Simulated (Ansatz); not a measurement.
Geometry optimisation, Ansatz, DFT PBE, scalar-relativistic, plane waves, PAW.

Input file:

```yaml
crystal:
  lattice:
    - [10.86, 0.0, 0.0]
    - [0.0, 10.86, 0.0]
    - [0.0, 0.0, 10.86]
  atoms:
    - { symbol: Si, position: [0.5, 0.0, 0.0] }
    - { symbol: Si, position: [0.625, 0.125, 0.125] }
    - { symbol: Si, position: [0.75, 0.25, 0.0] }
    - { symbol: Si, position: [0.875, 0.375, 0.125] }
    - { symbol: Si, position: [0.75, 0.0, 0.25] }
    - { symbol: Si, position: [0.875, 0.125, 0.375] }
    - { symbol: Si, position: [0.0, 0.0, 0.0] }
    - { symbol: Si, position: [0.125, 0.125, 0.125] }
    - { symbol: Si, position: [0.25, 0.25, 0.0] }
    - { symbol: Si, position: [0.375, 0.375, 0.125] }
    - { symbol: Si, position: [0.5, 0.5, 0.0] }
    - { symbol: Si, position: [0.625, 0.625, 0.125] }
    - { symbol: Si, position: [0.75, 0.75, 0.0] }
    - { symbol: Si, position: [0.875, 0.875, 0.125] }
    - { symbol: Si, position: [0.25, 0.0, 0.25] }
    - { symbol: Si, position: [0.375, 0.125, 0.375] }
    - { symbol: Si, position: [0.5, 0.25, 0.25] }
    - { symbol: Si, position: [0.625, 0.375, 0.375] }
    - { symbol: Si, position: [0.75, 0.5, 0.25] }
    - { symbol: Si, position: [0.875, 0.625, 0.375] }
    - { symbol: Si, position: [0.5, 0.0, 0.5] }
    - { symbol: Si, position: [0.625, 0.125, 0.625] }
    - { symbol: Si, position: [0.75, 0.25, 0.5] }
    - { symbol: Si, position: [0.875, 0.375, 0.625] }
    - { symbol: Si, position: [0.75, 0.0, 0.75] }
    - { symbol: Si, position: [0.875, 0.125, 0.875] }
    - { symbol: Si, position: [0.0, 0.5, 0.0] }
    - { symbol: Si, position: [0.125, 0.625, 0.125] }
    - { symbol: Si, position: [0.25, 0.75, 0.0] }
    - { symbol: Si, position: [0.5, 0.75, 0.25] }
    - { symbol: Si, position: [0.0, 0.25, 0.25] }
    - { symbol: Si, position: [0.125, 0.375, 0.375] }
    - { symbol: Si, position: [0.25, 0.5, 0.25] }
    - { symbol: Si, position: [0.375, 0.625, 0.375] }
    - { symbol: Si, position: [0.625, 0.875, 0.375] }
    - { symbol: Si, position: [0.0, 0.0, 0.5] }
    - { symbol: Si, position: [0.125, 0.125, 0.625] }
    - { symbol: Si, position: [0.25, 0.25, 0.5] }
    - { symbol: Si, position: [0.375, 0.375, 0.625] }
    - { symbol: Si, position: [0.5, 0.5, 0.5] }
    - { symbol: Si, position: [0.625, 0.625, 0.625] }
    - { symbol: Si, position: [0.75, 0.75, 0.5] }
    - { symbol: Si, position: [0.875, 0.875, 0.625] }
    - { symbol: Si, position: [0.25, 0.0, 0.75] }
    - { symbol: Si, position: [0.375, 0.125, 0.875] }
    - { symbol: Si, position: [0.5, 0.25, 0.75] }
    - { symbol: Si, position: [0.625, 0.375, 0.875] }
    - { symbol: Si, position: [0.75, 0.5, 0.75] }
    - { symbol: Si, position: [0.875, 0.625, 0.875] }
    - { symbol: Si, position: [0.0, 0.75, 0.25] }
    - { symbol: Si, position: [0.125, 0.875, 0.375] }
    - { symbol: Si, position: [0.0, 0.5, 0.5] }
    - { symbol: Si, position: [0.125, 0.625, 0.625] }
    - { symbol: Si, position: [0.25, 0.75, 0.5] }
    - { symbol: Si, position: [0.375, 0.875, 0.625] }
    - { symbol: Si, position: [0.0, 0.25, 0.75] }
    - { symbol: Si, position: [0.125, 0.375, 0.875] }
    - { symbol: Si, position: [0.25, 0.5, 0.75] }
    - { symbol: Si, position: [0.375, 0.625, 0.875] }
    - { symbol: Si, position: [0.5, 0.75, 0.75] }
    - { symbol: Si, position: [0.625, 0.875, 0.875] }
    - { symbol: Si, position: [0.0, 0.75, 0.75] }
    - { symbol: Si, position: [0.125, 0.875, 0.875] }
basis:
  ecutwfc: 420.0
kpoints:
  mp_grid: { grid: [1, 1, 1] }
hamiltonian:
  xc: pbe
  pseudopotentials: { kind: paw, azcp: { folder: soft_1 } }
scf:
  occupations: { method: fermi_dirac, width: 0.05 }
  lower_state_search: "off"
relax:
  f_tol: 0.03
  max_steps: 60
  adjacent_minimum: "off"
```

Command:

```bash
$ ansatz run input.yaml --threads 4 --pin off --max-ram 10240MiB --backend cpu --events-out ev --progress --plain --runs-dir out
```

Where does it end, and by what steps?

It converged. The force dipped under the threshold on the way, but the program's further checks kept it going. Limits of this set-up: coarse k mesh, no spin, though dangling bonds at a vacancy may carry it, a typed lattice constant that wasn't relaxed here. After 3 steps the energy has fallen by 0.073 eV; Si15 moved furthest, 0.10 Å.

```csv
step,energy less start (eV),largest force component (eV/Å),accepted
0,0.0000,0.161,yes
1,-0.0636,0.067,yes
2,-0.0711,0.030,yes
3,-0.0732,0.012,yes
```

```xyz
63
Lattice="10.8600 0.0000 0.0000 0.0000 10.8600 0.0000 0.0000 0.0000 10.8600" Properties=species:S:1:pos:R:3
Si 5.373 -0.057 0.057
Si 6.760 1.330 1.364
Si 8.136 2.706 -0.003
Si 9.502 4.072 1.357
Si 8.144 -0.003 2.712
Si 9.504 1.355 4.070
Si 0.001 -0.003 0.003
Si 1.385 1.330 1.351
Si 2.718 2.714 0.003
Si 4.072 4.072 1.357
Si 5.427 5.431 0.003
Si 6.760 6.815 1.351
Si 8.144 8.148 0.003
Si 9.502 9.502 1.357
Si 2.772 -0.057 2.658
Si 4.079 1.330 4.045
Si 5.427 2.714 2.712
Si 6.785 4.074 4.070
Si 8.136 5.439 2.718
Si 9.501 6.790 4.070
Si 5.427 -0.003 5.429
Si 6.785 1.355 6.789
Si 8.146 2.716 5.431
Si 9.502 4.072 6.787
Si 8.136 0.003 8.154
Si 9.501 1.355 9.505
Si 0.009 5.439 -0.003
Si 1.385 6.815 1.364
Si 2.772 8.202 0.057
Si 5.373 8.202 2.658
Si 0.009 2.706 2.718
Si 1.360 4.071 4.070
Si 2.718 5.431 2.712
Si 4.066 6.815 4.045
Si 6.760 9.509 4.045
Si 0.009 0.003 5.421
Si 1.360 1.355 6.786
Si 2.712 2.706 5.421
Si 4.072 4.072 6.787
Si 5.433 5.439 5.421
Si 6.785 6.790 6.786
Si 8.136 8.142 5.421
Si 9.502 9.502 6.787
Si 2.718 -0.003 8.146
Si 4.066 1.330 9.530
Si 5.433 2.706 8.154
Si 6.785 4.071 9.505
Si 8.146 5.429 8.144
Si 9.504 6.790 9.505
Si 0.001 8.148 2.712
Si 1.385 9.496 4.045
Si -0.001 5.429 5.431
Si 1.360 6.790 6.789
Si 2.718 8.148 5.429
Si 4.072 9.502 6.787
Si -0.001 2.716 8.144
Si 1.360 4.074 9.505
Si 2.712 5.439 8.154
Si 4.079 6.815 9.530
Si 5.427 8.148 8.146
Si 6.760 9.496 9.530
Si 0.009 8.142 8.154
Si 1.385 9.509 9.530
```

Whether the end is a true minimum wasn't checked by a vibrational analysis.

Run time: 17 s on 4 threads of Arm Neoverse V1 (shared host), peak memory 1 GiB.
